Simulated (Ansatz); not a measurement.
# CH5BN2: small, medium and large basis sets

How large a basis does CH5BN2 need? Two functionals are run in growing sets.

Computed with Ansatz 0.2.0, Gaussian basis. Level: one geometry, several basis sets.

The runs, in order: PBE0-D4/def2-SVP; ωB97M-V/def2-SVP; PBE0-D4/def2-QZVPP; ωB97M-V/def2-QZVPP; the functionals' def2-TZVPP values are taken from earlier runs.

### Step 1. The relaxed structure

An earlier PBE0-D4/def2-TZVP relaxation fixed the geometry.

SMILES `NC1BN1`, 9 atoms, charge 0, spin multiplicity 1.

Atoms are counted from 1 here; the program's logs count them from 0.

Bond lengths: N1–C2 1.431 Å, N1–H5 1.010 Å, N1–H6 1.010 Å, C2–B3 1.561 Å, C2–N4 1.467 Å, C2–H7 1.092 Å, B3–N4 1.341 Å, B3–H8 1.184 Å, N4–H9 1.004 Å. Angles: C2–N1–H5 112.4°, C2–N1–H6 112.7°, H5–N1–H6 108.5°, N1–C2–B3 121.1°, N1–C2–N4 117.3°, N1–C2–H7 115.1°, B3–C2–N4 52.5°, B3–C2–H7 121.0°, N4–C2–H7 113.6°, C2–B3–N4 60.2°, C2–B3–H8 154.8°, N4–B3–H8 144.9°, C2–N4–B3 67.4°, C2–N4–H9 135.2°, B3–N4–H9 156.4°.

### Step 2. PBE0-D4 in def2-SVP

Input file in.yaml:

```yaml
crystal:
  periodic: [false, false, false]
  atoms:
    - {symbol: N, position_ang: [0.142944, 1.194368, -0.640584]}
    - {symbol: C, position_ang: [-0.364161, -0.077221, -0.222272]}
    - {symbol: B, position_ang: [0.591189, -1.194096, 0.303181]}
    - {symbol: N, position_ang: [-0.130499, -0.469895, 1.171494]}
    - {symbol: H, position_ang: [0.783988, 1.117386, -1.416970]}
    - {symbol: H, position_ang: [-0.589896, 1.842609, -0.892415]}
    - {symbol: H, position_ang: [-1.366435, -0.317211, -0.582685]}
    - {symbol: H, position_ang: [1.414171, -2.039043, 0.194738]}
    - {symbol: H, position_ang: [-0.392801, -0.103199, 2.068312]}
basis:
  gaussian: {orbitals: def2-SVP}
hamiltonian: {xc: pbe0, dispersion: d4}
output: {orbitals: {seedname: orbitals}}
```

Command:

```
$ ansatz run in.yaml --threads 2 --pin off --events-out ev --progress --plain --max-ram 4352MiB
```

After this run come: ωB97M-V in def2-SVP; PBE0-D4 in def2-QZVPP; ωB97M-V in def2-QZVPP.

**Question.** What will the summary of the whole plan be? Wanted: PBE0-D4: double and triple zeta above quadruple; ωB97M-V: double and triple zeta above quadruple.

The runs gave:

| quantity | value |
| --- | --- |
| PBE0-D4: double and triple zeta above quadruple | 5.65, 0.29 eV |
| ωB97M-V: double and triple zeta above quadruple | 5.84, 0.27 eV |

For PBE0-D4 the step from double to triple zeta gains 5.36 eV and the next only 0.29 eV. Total energies overstate the basis error of differences, where much of it tends to cancel. The LUMO of ωB97M-V is positive and keeps falling with the basis (2.68 to 1.65 eV): an unbound level that the basis holds in place.
